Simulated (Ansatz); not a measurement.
# Ga2GeO2: the cost of one run

Computed with Ansatz 0.2.0 (DFT PBE, scalar-relativistic, plane waves, PAW, unless a step's input says otherwise).

1 further run of the same task is left out (it didn't finish).

## 1. Starting point

The structure is tetragonal, space group P4mm (No. 99). The conventional cell has a = 4.766 Å, b = 4.766 Å, c = 3.788 Å, α = 90.00°, β = 90.00°, γ = 90.00°. Around Ga (site symmetry 2mm) lie 2 O at 1.71 to 2.07 Å. Ge (site symmetry 4mm) has 4 O at 2.39 Å as nearest neighbours. O (site symmetry 2mm) is surrounded by 2 Ga at 1.71 to 2.07 Å and 2 Ge at 2.39 Å.

As a file:

```xyz
5
Lattice="4.7655 0.0000 0.0000 0.0000 4.7655 0.0000 0.0000 0.0000 3.7880" Properties=species:S:1:pos:R:3 pbc="T T T"
Ga    2.3828    0.0000    0.8058
Ga    0.0000    2.3828    0.8058
Ge    2.3828    2.3828    2.7268
O     2.3828    0.0000    2.8796
O     0.0000    2.3828    2.8796
```

A structure generator made this guess: random cell by space group and Wyckoff sites (P4mm, No. 99). Lengths come from tabulated atomic sizes and are only a guess.

## 2. A first look at the guess

The input, input.yaml:

```yaml
crystal:
  lattice:
    - [4.76554765, 0.0, 0.0]
    - [0.0, 4.76554765, 0.0]
    - [0.0, 0.0, 3.78800498]
  atoms:
    - { symbol: Ga, position: [0.5, 0.0, 0.21273124] }
    - { symbol: Ga, position: [0.0, 0.5, 0.21273124] }
    - { symbol: Ge, position: [0.5, 0.5, 0.71985421] }
    - { symbol: O, position: [0.5, 0.0, 0.76018336] }
    - { symbol: O, position: [0.0, 0.5, 0.76018336] }
basis:
  ecutwfc: 420
kpoints:
  mp_grid: { grid: [4, 4, 4] }
hamiltonian:
  xc: pbe
scf:
  occupations: { method: gaussian, width: 0.1 }
  lower_state_search: "off"
output:
  forces: true
  stress: true
  eigenvalues: true
```

Command:

```
ansatz run input.yaml --threads 1 --pin off --max-ram 2560MiB --backend cpu --events-out ev --progress --plain --runs-dir out
```

Q: Estimate wall time and peak memory on 1 thread of Intel Xeon at 2.50GHz (Skylake/Cascade Lake), shared host.

About 8.7 s, with a peak of 0.35 GiB.
